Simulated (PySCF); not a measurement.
# GeH6OSi: electronic excitations at several levels of theory

How much do the electronic excitations of GeH6OSi (`[SiH3][O][GeH3]`) depend on the level of theory, and what does each level cost?

Computed with PySCF 2.14.0, with density-fitted response routines of our own, on a single molecule in the gas phase. Atoms are numbered from 0 throughout.

### 1 Starting geometry

9 atoms, charge 0, multiplicity 1; geometry from: PBE0-D3(BJ)/def2-SVP.

Bonds of the start (Å): Si0–O1 1.66, O1–Ge2 1.78, Si0–H3 1.50, Si0–H4 1.49, Si0–H5 1.50, Ge2–H6 1.54, Ge2–H7 1.53, Ge2–H8 1.54.

### 2 Ultraviolet spectrum: B3LYP/def2-SVPD

What the job is given:

```
{"job": {"kind": "uv", "xc": "B3LYP", "basis": "def2-SVPD", "ip": true}, "charge": 0, "multiplicity": 1}
Si     1.623684    -0.090664     0.339803
O      0.191087     0.033492    -0.480863
Ge    -1.502386    -0.425795    -0.192605
H      1.991164    -1.524523     0.566586
H      2.686855     0.565849    -0.472832
H      1.538614     0.582165     1.675112
H     -1.582949    -1.959680    -0.074788
H     -2.286601     0.086763    -1.407471
H     -1.978788     0.243319     1.110863
```

With the program's defaults for keys left out, this is: TDDFT B3LYP/def2-SVPD, vertical, gas phase, core orbitals frozen in the response.

Command:

```sh
$ OMP_NUM_THREADS=1 python probes_run.py task.json out
```

One launch serves the whole session: the jobs run in the order shown.

The program printed:

```text
coarse grid: 33840 points
cycle   1  E = -2444.8969136580  dE = -5.690e-01  |g| = 8.910e-01  |ddm| = 3.202e+00
cycle   2  E = -2444.3858332442  dE =  5.111e-01  |g| = 1.810e+00  |ddm| = 2.661e+00
cycle   3  E = -2445.0244459886  dE = -6.386e-01  |g| = 1.926e-01  |ddm| = 2.054e+00
cycle   4  E = -2445.0305527363  dE = -6.107e-03  |g| = 6.407e-02  |ddm| = 2.999e-01
cycle   5  E = -2445.0309798976  dE = -4.272e-04  |g| = 7.202e-03  |ddm| = 5.022e-02
cycle   6  E = -2445.0309976576  dE = -1.776e-05  |g| = 1.109e-03  |ddm| = 1.319e-02
cycle   7  E = -2445.0309980164  dE = -3.587e-07  |g| = 2.351e-04  |ddm| = 2.050e-03
final grid: 68408 points
cycle   8  E = -2445.0310064266  dE = -2.657e-08  |g| = 1.936e-04  |ddm| = 2.217e-03
cycle   9  E = -2445.0310064255  dE =  1.092e-09  |g| = 2.312e-04  |ddm| = 5.611e-04
cycle  10  E = -2445.0310064359  dE = -1.037e-08  |g| = 6.161e-05  |ddm| = 2.955e-04
cycle  11  E = -2445.0310064366  dE = -7.303e-10  |g| = 1.277e-05  |ddm| = 7.497e-05
converged SCF energy = -2445.0310064366

Static polarisability (au): isotropic 62.456, principal 58.308 58.678 70.381

Singlet excitations
state   eV       nm        f      main configurations
  1   6.4996    190.8   0.00095   H->L 0.99
  2   6.8058    182.2   0.00388   H-1->L 0.98
  3   7.2951    170.0   0.04041   H->L+1 0.98
  4   7.6200    162.7   0.07557   H-1->L+1 0.96
  5   7.8152    158.6   0.00133   H-3->L 0.51, H-2->L 0.19, H->L+2 0.16
  6   7.8788    157.4   0.00177   H-2->L 0.68, H-3->L 0.21
  7   7.9106    156.7   0.01947   H->L+3 0.50, H->L+2 0.44
  8   8.0559    153.9   0.02256   H->L+3 0.40, H->L+2 0.35, H-3->L 0.19
  9   8.2855    149.6   0.02426   H-1->L+2 0.82
 10   8.3608    148.3   0.02128   H-1->L+3 0.83

Triplet excitations (Tamm-Dancoff, eV): 6.1811 6.4610 7.0490 7.2706
Vertical ionisation energy (delta-SCF) = 10.4334 eV
```

Wall time 60 s (1 thread of Arm Neoverse N1, shared host); peak memory 0.59 GiB.

The orbitals next to the gap, with their largest atomic shares:

| orbital | eV | atoms |
| --- | --- | --- |
| HOMO−3 | -9.53 | Ge2 23 %, Si0 19 %, H6 18 % |
| HOMO−2 | -9.51 | Ge2 24 %, Si0 18 %, H7 16 % |
| HOMO−1 | -8.48 | O1 40 %, Si0 17 %, H4 13 % |
| HOMO | -8.22 | O1 44 %, Si0 16 %, H3 11 % |
| LUMO | -0.60 | Ge2 29 %, Si0 18 %, O1 14 % |
| LUMO+1 | -0.08 | Ge2 46 %, H7 14 %, H6 12 % |
| LUMO+2 | 0.69 | Si0 34 %, Ge2 21 %, H4 10 % |

With each of the 10 states as a Gaussian band of 0.4 eV half-width at 1/e, the curve within the window shown has maxima at 162 nm (ε 4,800) L/(mol cm). Beyond the last state computed it falls off for lack of states. The curve at chosen wavelengths:

| nm | ε (L/mol/cm) |
| --- | --- |
| 143 | 1020 |
| 146 | 1988 |
| 148 | 2628 |
| 151 | 3374 |
| 154 | 3907 |
| 156 | 4229 |
| 159 | 4661 |
| 162 | 4843 |
| 164 | 4723 |
| 167 | 4167 |
| 170 | 3312 |
| 172 | 2690 |
| 175 | 1829 |
| 178 | 1159 |
| 181 | 705 |
| 183 | 505 |
| 186 | 312 |
| 189 | 199 |
| 191 | 150 |
| 194 | 97 |
| 197 | 62 |
| 199 | 44 |
| 202 | 26 |
| 205 | 15 |
| 207 | 10 |
| 210 | 5 |

Ground-state properties from the same run:

```
           property  computed
  dipole moment (D)      1.18
polarisability (Å³)      9.25
 HOMO–LUMO gap (eV)      7.62
      −ε(HOMO) (eV)      8.22
```

### 3 Excited states and response: PBE0/def2-SVPD

Settings changed since step 2:

```diff
@@ -1,2 +1,2 @@
-{"job": {"kind": "uv", "xc": "B3LYP", "basis": "def2-SVPD", "ip": true}, "charge": 0, "multiplicity": 1}
+{"job": {"kind": "uv", "xc": "PBE0", "basis": "def2-SVPD", "ip": true}, "charge": 0, "multiplicity": 1}
 Si     1.623684    -0.090664     0.339803
```

Level: TDDFT PBE0/def2-SVPD, vertical, gas phase, core orbitals frozen in the response.

The program printed:

```text
coarse grid: 33840 points
cycle   1  E = -2444.3736764194  dE = -6.030e-01  |g| = 8.059e-01  |ddm| = 3.134e+00
cycle   2  E = -2444.0433723233  dE =  3.303e-01  |g| = 1.506e+00  |ddm| = 2.356e+00
cycle   3  E = -2444.4821191186  dE = -4.387e-01  |g| = 1.444e-01  |ddm| = 1.726e+00
cycle   4  E = -2444.4854472514  dE = -3.328e-03  |g| = 4.796e-02  |ddm| = 2.211e-01
cycle   5  E = -2444.4856846993  dE = -2.374e-04  |g| = 4.524e-03  |ddm| = 3.989e-02
cycle   6  E = -2444.4856917090  dE = -7.010e-06  |g| = 6.369e-04  |ddm| = 8.543e-03
final grid: 68408 points
cycle   7  E = -2444.4856935952  dE = -8.378e-08  |g| = 5.213e-04  |ddm| = 2.653e-03
cycle   8  E = -2444.4856935984  dE = -3.181e-09  |g| = 5.615e-04  |ddm| = 1.304e-03
cycle   9  E = -2444.4856936602  dE = -6.177e-08  |g| = 1.588e-04  |ddm| = 6.947e-04
cycle  10  E = -2444.4856936656  dE = -5.397e-09  |g| = 1.329e-05  |ddm| = 1.947e-04
cycle  11  E = -2444.4856936656  dE = -2.410e-11  |g| = 2.340e-06  |ddm| = 1.269e-05
converged SCF energy = -2444.4856936656

Static polarisability (au): isotropic 61.960, principal 57.762 58.174 69.943

Singlet excitations
state   eV       nm        f      main configurations
  1   6.6247    187.2   0.00073   H->L 0.98
  2   6.9403    178.6   0.00326   H-1->L 0.97
  3   7.5780    163.6   0.04402   H->L+1 0.95
  4   7.9017    156.9   0.07482   H-1->L+1 0.81, H-2->L 0.13
  5   7.9256    156.4   0.00332   H-3->L 0.52, H-2->L 0.19, H->L+2 0.09
  6   8.0064    154.9   0.01649   H-2->L 0.52, H-3->L 0.21, H-1->L+1 0.14
  7   8.0930    153.2   0.03184   H->L+2 0.56, H->L+3 0.38
  8   8.2857    149.6   0.01996   H->L+3 0.48, H->L+2 0.29, H-3->L 0.14
  9   8.5157    145.6   0.02946   H-1->L+2 0.81
 10   8.5662    144.7   0.01508   H-1->L+3 0.84

Triplet excitations (Tamm-Dancoff, eV): 6.2695 6.5486 7.2578 7.4520
Vertical ionisation energy (delta-SCF) = 10.4433 eV
```

Wall time 55 s (1 thread of Arm Neoverse N1, shared host); peak memory 0.59 GiB.

In short: HOMO -8.44 eV, LUMO -0.37 eV; lowest singlet 6.62 eV.

### 4 TDDFT and polarisability: BHandHLYP/def2-SVPD

Settings changed since step 3:

```diff
@@ -1,2 +1,2 @@
-{"job": {"kind": "uv", "xc": "PBE0", "basis": "def2-SVPD", "ip": true}, "charge": 0, "multiplicity": 1}
+{"job": {"kind": "uv", "xc": "BHandHLYP", "basis": "def2-SVPD", "ip": true}, "charge": 0, "multiplicity": 1}
 Si     1.623684    -0.090664     0.339803
```

Method: TDDFT BHandHLYP/def2-SVPD, vertical, gas phase, core orbitals frozen in the response.

The program printed:

```text
coarse grid: 33840 points
cycle   1  E = -2444.8034580218  dE = -6.811e-01  |g| = 7.293e-01  |ddm| = 3.063e+00
cycle   2  E = -2444.7100758399  dE =  9.338e-02  |g| = 1.010e+00  |ddm| = 1.798e+00
cycle   3  E = -2444.9001391686  dE = -1.901e-01  |g| = 7.243e-02  |ddm| = 1.096e+00
cycle   4  E = -2444.9009840953  dE = -8.449e-04  |g| = 3.297e-02  |ddm| = 1.332e-01
cycle   5  E = -2444.9010991522  dE = -1.151e-04  |g| = 2.637e-03  |ddm| = 3.007e-02
cycle   6  E = -2444.9011011648  dE = -2.013e-06  |g| = 3.729e-04  |ddm| = 6.109e-03
final grid: 68408 points
cycle   7  E = -2444.9011072727  dE = -4.728e-08  |g| = 2.668e-04  |ddm| = 1.826e-03
cycle   8  E = -2444.9011072710  dE =  1.696e-09  |g| = 3.132e-04  |ddm| = 6.190e-04
cycle   9  E = -2444.9011072886  dE = -1.762e-08  |g| = 3.552e-05  |ddm| = 3.304e-04
cycle  10  E = -2444.9011072889  dE = -3.065e-10  |g| = 8.620e-06  |ddm| = 4.801e-05
converged SCF energy = -2444.9011072889

Static polarisability (au): isotropic 59.629, principal 56.061 56.493 66.334

Singlet excitations
state   eV       nm        f      main configurations
  1   7.2729    170.5   0.00037   H->L 0.92
  2   7.5784    163.6   0.00249   H-1->L 0.91
  3   8.2806    149.7   0.04707   H->L+1 0.64, H-3->L 0.16
  4   8.4512    146.7   0.03632   H-3->L 0.28, H->L+1 0.22, H->L+2 0.16
  5   8.4751    146.3   0.01754   H-2->L 0.41, H-3->L 0.17, H-1->L+1 0.15
  6   8.6658    143.1   0.13769   H-1->L+1 0.70, H-2->L 0.10
  7   8.7078    142.4   0.05849   H->L+3 0.79
  8   8.9400    138.7   0.01596   H->L+2 0.61, H-3->L 0.12, H-3->L+1 0.10
  9   9.1147    136.0   0.02486   H-1->L+2 0.67, H-2->L+1 0.14
 10   9.2504    134.0   0.04211   H-1->L+3 0.84

Triplet excitations (Tamm-Dancoff, eV): 6.8707 7.1431 7.8108 7.9048
Vertical ionisation energy (delta-SCF) = 10.6835 eV
```

Run time: 94 s. Hardware: 1 thread of Arm Neoverse N1, shared host; peak memory 0.59 GiB.

In short: HOMO -9.82 eV, LUMO 0.43 eV; lowest singlet 7.27 eV.

### 5 Excited states and response: CAM-B3LYP/def2-SVPD

Settings changed since step 4:

```diff
@@ -1,2 +1,2 @@
-{"job": {"kind": "uv", "xc": "BHandHLYP", "basis": "def2-SVPD", "ip": true}, "charge": 0, "multiplicity": 1}
+{"job": {"kind": "uv", "xc": "CAM-B3LYP", "basis": "def2-SVPD", "ip": true}, "charge": 0, "multiplicity": 1}
 Si     1.623684    -0.090664     0.339803
```

Level: TDDFT CAM-B3LYP/def2-SVPD, vertical, gas phase, core orbitals frozen in the response.

The program printed:

```text
coarse grid: 33840 points
cycle   1  E = -2444.9385486774  dE = -6.536e-01  |g| = 8.338e-01  |ddm| = 3.110e+00
cycle   2  E = -2444.7708050336  dE =  1.677e-01  |g| = 1.266e+00  |ddm| = 2.033e+00
cycle   3  E = -2445.0566942085  dE = -2.859e-01  |g| = 1.036e-01  |ddm| = 1.297e+00
cycle   4  E = -2445.0582737902  dE = -1.580e-03  |g| = 4.069e-02  |ddm| = 1.638e-01
cycle   5  E = -2445.0584536601  dE = -1.799e-04  |g| = 3.655e-03  |ddm| = 3.734e-02
cycle   6  E = -2445.0584577947  dE = -4.135e-06  |g| = 4.939e-04  |ddm| = 8.544e-03
final grid: 68408 points
cycle   7  E = -2445.0584584647  dE = -1.042e-07  |g| = 2.709e-04  |ddm| = 2.410e-03
cycle   8  E = -2445.0584584763  dE = -1.165e-08  |g| = 2.048e-04  |ddm| = 6.708e-04
cycle   9  E = -2445.0584584823  dE = -5.963e-09  |g| = 3.654e-05  |ddm| = 2.091e-04
cycle  10  E = -2445.0584584825  dE = -1.864e-10  |g| = 9.613e-06  |ddm| = 4.702e-05
converged SCF energy = -2445.0584584825

Static polarisability (au): isotropic 61.589, principal 57.713 58.097 68.957

Singlet excitations
state   eV       nm        f      main configurations
  1   6.8749    180.3   0.00046   H->L 0.94
  2   7.1933    172.4   0.00229   H-1->L 0.92
  3   7.8708    157.5   0.05347   H->L+1 0.81
  4   8.0941    153.2   0.01104   H-3->L 0.45, H->L+2 0.19, H->L+5 0.16
  5   8.1396    152.3   0.03646   H-2->L 0.39, H-1->L+1 0.32, H-1->L+5 0.09
  6   8.2698    149.9   0.09051   H-1->L+1 0.53, H-2->L 0.20
  7   8.3030    149.3   0.05235   H->L+3 0.82
  8   8.6015    144.1   0.01269   H->L+2 0.61, H-3->L 0.11, H-3->L+1 0.10
  9   8.7785    141.2   0.03121   H-1->L+2 0.62, H-2->L+1 0.14
 10   8.8464    140.2   0.02206   H-1->L+3 0.78

Triplet excitations (Tamm-Dancoff, eV): 6.4994 6.7928 7.4844 7.6352
Vertical ionisation energy (delta-SCF) = 10.6904 eV
```

Run time: 63 s. Hardware: 1 thread of Arm Neoverse N1, shared host; peak memory 0.65 GiB.

In short: HOMO -9.83 eV, LUMO 0.56 eV; lowest singlet 6.87 eV.

### 6 Excited states and response: wB97X-D/def2-SVPD

Settings changed since step 5:

```diff
@@ -1,2 +1,2 @@
-{"job": {"kind": "uv", "xc": "CAM-B3LYP", "basis": "def2-SVPD", "ip": true}, "charge": 0, "multiplicity": 1}
+{"job": {"kind": "uv", "xc": "wB97X-D", "basis": "def2-SVPD", "ip": true}, "charge": 0, "multiplicity": 1}
 Si     1.623684    -0.090664     0.339803
```

Level: TDDFT wB97X-D/def2-SVPD, vertical, gas phase, core orbitals frozen in the response.

The program printed:

```text
coarse grid: 33840 points
cycle   1  E = -2444.8770783847  dE = -6.893e-01  |g| = 8.097e-01  |ddm| = 3.068e+00
cycle   2  E = -2444.7733148132  dE =  1.038e-01  |g| = 1.116e+00  |ddm| = 1.896e+00
cycle   3  E = -2444.9947025386  dE = -2.214e-01  |g| = 7.336e-02  |ddm| = 1.114e+00
cycle   4  E = -2444.9955409242  dE = -8.384e-04  |g| = 3.841e-02  |ddm| = 1.586e-01
cycle   5  E = -2444.9957162734  dE = -1.753e-04  |g| = 3.738e-03  |ddm| = 4.713e-02
cycle   6  E = -2444.9957213404  dE = -5.067e-06  |g| = 6.092e-04  |ddm| = 1.541e-02
final grid: 68408 points
cycle   7  E = -2444.9954169179  dE = -7.035e-07  |g| = 5.255e-04  |ddm| = 4.992e-03
cycle   8  E = -2444.9954169354  dE = -1.747e-08  |g| = 5.696e-04  |ddm| = 1.435e-03
cycle   9  E = -2444.9954169872  dE = -5.187e-08  |g| = 7.783e-05  |ddm| = 5.627e-04
cycle  10  E = -2444.9954169890  dE = -1.781e-09  |g| = 3.665e-05  |ddm| = 1.806e-04
cycle  11  E = -2444.9954169893  dE = -3.342e-10  |g| = 1.104e-05  |ddm| = 9.292e-05
converged SCF energy = -2444.9954169893

Static polarisability (au): isotropic 61.521, principal 57.560 57.984 69.018

Singlet excitations
state   eV       nm        f      main configurations
  1   6.9484    178.4   0.00055   H->L 0.94
  2   7.2791    170.3   0.00195   H-1->L 0.92
  3   8.0205    154.6   0.04327   H->L+1 0.66, H-3->L 0.13
  4   8.1733    151.7   0.01611   H-3->L 0.39, H->L+2 0.18, H->L+1 0.13
  5   8.2328    150.6   0.01423   H-2->L 0.52, H-1->L+1 0.12, H-3->L 0.10
  6   8.4117    147.4   0.07507   H->L+3 0.75, H->L+1 0.09
  7   8.4279    147.1   0.13834   H-1->L+1 0.70
  8   8.7665    141.4   0.01340   H->L+2 0.58, H-3->L+1 0.14
  9   8.9145    139.1   0.04488   H-1->L+2 0.40, H-1->L+3 0.34, H-2->L+1 0.11
 10   8.9812    138.0   0.00315   H-1->L+3 0.51, H-1->L+2 0.21

Triplet excitations (Tamm-Dancoff, eV): 6.6408 6.9389 7.7313 7.8528
Vertical ionisation energy (delta-SCF) = 10.6453 eV
```

Wall time 61 s (1 thread of Arm Neoverse N1, shared host); peak memory 0.65 GiB.

In short: HOMO -10.33 eV, LUMO 1.38 eV; lowest singlet 6.95 eV.

### 7 Ultraviolet spectrum: LC-wPBE/def2-SVPD

Settings changed since step 6:

```diff
@@ -1,2 +1,2 @@
-{"job": {"kind": "uv", "xc": "wB97X-D", "basis": "def2-SVPD", "ip": true}, "charge": 0, "multiplicity": 1}
+{"job": {"kind": "uv", "xc": "LC-wPBE", "basis": "def2-SVPD", "ip": true}, "charge": 0, "multiplicity": 1}
 Si     1.623684    -0.090664     0.339803
```

Level: TDDFT LC-wPBE/def2-SVPD, vertical, gas phase, core orbitals frozen in the response.

The program printed:

```text
coarse grid: 33840 points
cycle   1  E = -2444.4371419967  dE = -7.287e-01  |g| = 8.208e-01  |ddm| = 3.052e+00
cycle   2  E = -2444.3883848841  dE =  4.876e-02  |g| = 1.003e+00  |ddm| = 1.650e+00
cycle   3  E = -2444.5547829703  dE = -1.664e-01  |g| = 6.957e-02  |ddm| = 8.853e-01
cycle   4  E = -2444.5556188676  dE = -8.359e-04  |g| = 4.021e-02  |ddm| = 1.521e-01
cycle   5  E = -2444.5558303779  dE = -2.115e-04  |g| = 4.222e-03  |ddm| = 5.529e-02
cycle   6  E = -2444.5558368567  dE = -6.479e-06  |g| = 6.610e-04  |ddm| = 1.928e-02
final grid: 68408 points
cycle   7  E = -2444.5557985906  dE = -3.070e-08  |g| = 3.229e-04  |ddm| = 3.719e-03
cycle   8  E = -2444.5557987990  dE = -2.085e-07  |g| = 2.588e-04  |ddm| = 1.127e-03
cycle   9  E = -2444.5557988090  dE = -9.954e-09  |g| = 5.946e-05  |ddm| = 2.471e-04
cycle  10  E = -2444.5557988105  dE = -1.553e-09  |g| = 3.153e-05  |ddm| = 2.305e-04
cycle  11  E = -2444.5557988108  dE = -2.365e-10  |g| = 7.639e-06  |ddm| = 5.828e-05
converged SCF energy = -2444.5557988108

Static polarisability (au): isotropic 60.286, principal 56.429 56.848 67.582

Singlet excitations
state   eV       nm        f      main configurations
  1   7.2834    170.2   0.00037   H->L 0.87
  2   7.6090    162.9   0.00168   H-1->L 0.85
  3   8.3651    148.2   0.00861   H-3->L 0.43, H->L+1 0.18, H->L+5 0.14
  4   8.5217    145.5   0.00647   H-2->L 0.56, H-1->L+5 0.19
  5   8.5656    144.7   0.03621   H->L+1 0.38, H->L+3 0.20, H->L+2 0.12
  6   8.7652    141.5   0.12647   H->L+3 0.54, H->L+1 0.23
  7   8.8921    139.4   0.18485   H-1->L+1 0.67, H-2->L+1 0.12
  8   9.1812    135.0   0.01069   H->L+2 0.54, H-3->L+1 0.17
  9   9.3322    132.9   0.04980   H-1->L+2 0.39, H-1->L+3 0.19, H-2->L+1 0.15
 10   9.3504    132.6   0.00309   H-1->L+6 0.32, H-3->L+3 0.19, H->L+7 0.13

Triplet excitations (Tamm-Dancoff, eV): 6.8164 7.1095 7.7933 7.9001
Vertical ionisation energy (delta-SCF) = 10.9520 eV
```

Wall time 77 s (1 thread of Arm Neoverse N1, shared host); peak memory 0.58 GiB.

Key values: HOMO -11.16 eV, LUMO 1.74 eV; lowest singlet 7.28 eV.

### 8 TDDFT and polarisability: PBE0/6-31G*

Settings changed since step 7:

```diff
@@ -1,2 +1,2 @@
-{"job": {"kind": "uv", "xc": "LC-wPBE", "basis": "def2-SVPD", "ip": true}, "charge": 0, "multiplicity": 1}
+{"job": {"kind": "uv", "xc": "PBE0", "basis": "6-31G*"}, "charge": 0, "multiplicity": 1}
 Si     1.623684    -0.090664     0.339803
```

With the program's defaults for keys left out, this is: TDDFT PBE0/6-31G*, vertical, gas phase, core orbitals frozen in the response.

The program printed:

```text
coarse grid: 33840 points
cycle   1  E = -2444.4588621223  dE = -5.743e-01  |g| = 8.141e-01  |ddm| = 2.611e+00
cycle   2  E = -2444.1285557571  dE =  3.303e-01  |g| = 1.509e+00  |ddm| = 1.735e+00
cycle   3  E = -2444.5722235963  dE = -4.437e-01  |g| = 1.259e-01  |ddm| = 1.295e+00
cycle   4  E = -2444.5745645365  dE = -2.341e-03  |g| = 5.100e-02  |ddm| = 1.189e-01
cycle   5  E = -2444.5748138480  dE = -2.493e-04  |g| = 3.902e-03  |ddm| = 2.492e-02
cycle   6  E = -2444.5748194427  dE = -5.595e-06  |g| = 5.461e-04  |ddm| = 6.446e-03
final grid: 68408 points
cycle   7  E = -2444.5748305874  dE = -6.742e-08  |g| = 4.151e-04  |ddm| = 1.358e-03
cycle   8  E = -2444.5748305970  dE = -9.662e-09  |g| = 4.146e-04  |ddm| = 8.709e-04
cycle   9  E = -2444.5748306334  dE = -3.634e-08  |g| = 1.244e-04  |ddm| = 3.976e-04
cycle  10  E = -2444.5748306367  dE = -3.267e-09  |g| = 7.572e-06  |ddm| = 1.067e-04
cycle  11  E = -2444.5748306367  dE = -2.183e-11  |g| = 2.611e-06  |ddm| = 7.760e-06
converged SCF energy = -2444.5748306367

Static polarisability (au): isotropic 48.078, principal 44.342 44.876 55.015

Singlet excitations
state   eV       nm        f      main configurations
  1   6.6753    185.7   0.00477   H->L 0.98
  2   7.0313    176.3   0.01065   H-1->L 0.97
  3   8.1537    152.1   0.00058   H-3->L 0.43, H->L+1 0.42, H-2->L 0.15
  4   8.2352    150.6   0.00219   H-2->L 0.65, H-3->L 0.18, H-1->L+1 0.15
  5   8.5143    145.6   0.00007   H->L+1 0.51, H-3->L 0.29, H->L+2 0.11
  6   8.7123    142.3   0.00218   H->L+2 0.81
  7   8.8202    140.6   0.04419   H-1->L+1 0.81, H-2->L 0.12
  8   9.1890    134.9   0.04784   H-1->L+2 0.58, H->L+3 0.31
  9   9.2399    134.2   0.03149   H->L+4 0.74, H-1->L+3 0.10
 10   9.3128    133.1   0.06039   H->L+3 0.56, H-1->L+2 0.28

Triplet excitations (Tamm-Dancoff, eV): 6.2926 6.6004 7.7432 7.8116
```

It took 11 s on 1 thread of Arm Neoverse N1, shared host; peak memory 0.41 GiB.

This run: HOMO -8.24 eV, LUMO -0.02 eV; lowest singlet 6.68 eV.

### 9 Ultraviolet spectrum: PBE0/def2-SVP

Settings changed since step 8:

```diff
@@ -1,2 +1,2 @@
-{"job": {"kind": "uv", "xc": "PBE0", "basis": "6-31G*"}, "charge": 0, "multiplicity": 1}
+{"job": {"kind": "uv", "xc": "PBE0", "basis": "def2-SVP"}, "charge": 0, "multiplicity": 1}
 Si     1.623684    -0.090664     0.339803
```

Level: TDDFT PBE0/def2-SVP, vertical, gas phase, core orbitals frozen in the response.

The program printed:

```text
coarse grid: 33840 points
cycle   1  E = -2444.3621810179  dE = -5.981e-01  |g| = 8.072e-01  |ddm| = 2.739e+00
cycle   2  E = -2444.0377995514  dE =  3.244e-01  |g| = 1.495e+00  |ddm| = 1.863e+00
cycle   3  E = -2444.4735936832  dE = -4.358e-01  |g| = 1.316e-01  |ddm| = 1.406e+00
cycle   4  E = -2444.4763527483  dE = -2.759e-03  |g| = 4.923e-02  |ddm| = 1.363e-01
cycle   5  E = -2444.4766081318  dE = -2.554e-04  |g| = 4.398e-03  |ddm| = 2.938e-02
cycle   6  E = -2444.4766147348  dE = -6.603e-06  |g| = 6.226e-04  |ddm| = 7.352e-03
final grid: 68408 points
cycle   7  E = -2444.4766180624  dE = -7.703e-08  |g| = 4.897e-04  |ddm| = 1.595e-03
cycle   8  E = -2444.4766180693  dE = -6.996e-09  |g| = 5.108e-04  |ddm| = 1.082e-03
cycle   9  E = -2444.4766181212  dE = -5.190e-08  |g| = 1.434e-04  |ddm| = 5.097e-04
cycle  10  E = -2444.4766181256  dE = -4.367e-09  |g| = 1.287e-05  |ddm| = 1.327e-04
cycle  11  E = -2444.4766181256  dE = -2.410e-11  |g| = 2.051e-06  |ddm| = 9.595e-06
converged SCF energy = -2444.4766181256

Static polarisability (au): isotropic 52.952, principal 49.456 50.468 58.931

Singlet excitations
state   eV       nm        f      main configurations
  1   6.8731    180.4   0.00099   H->L 0.98
  2   7.2030    172.1   0.00451   H-1->L 0.97
  3   8.3067    149.3   0.00021   H-3->L 0.63, H->L+2 0.16, H-2->L 0.14
  4   8.3591    148.3   0.00038   H-2->L 0.75, H-3->L 0.14
  5   8.5309    145.3   0.00143   H->L+1 0.63, H->L+2 0.30
  6   8.8309    140.4   0.00742   H->L+2 0.45, H->L+1 0.26, H-3->L 0.17
  7   8.9971    137.8   0.05036   H-1->L+1 0.30, H->L+3 0.29, H->L+4 0.28
  8   9.0177    137.5   0.05283   H->L+4 0.47, H-1->L+1 0.26, H->L+3 0.10
  9   9.0980    136.3   0.02905   H-1->L+2 0.70, H-1->L+4 0.12, H-2->L 0.08
 10   9.1262    135.9   0.12086   H->L+3 0.47, H-1->L+1 0.39

Triplet excitations (Tamm-Dancoff, eV): 6.4708 6.7487 7.8127 7.8503
```

Run time: 13 s. Hardware: 1 thread of Arm Neoverse N1, shared host; peak memory 0.46 GiB.

Key values: HOMO -8.35 eV, LUMO 0.08 eV; lowest singlet 6.87 eV.

(Part 1 of 2 ends here.)
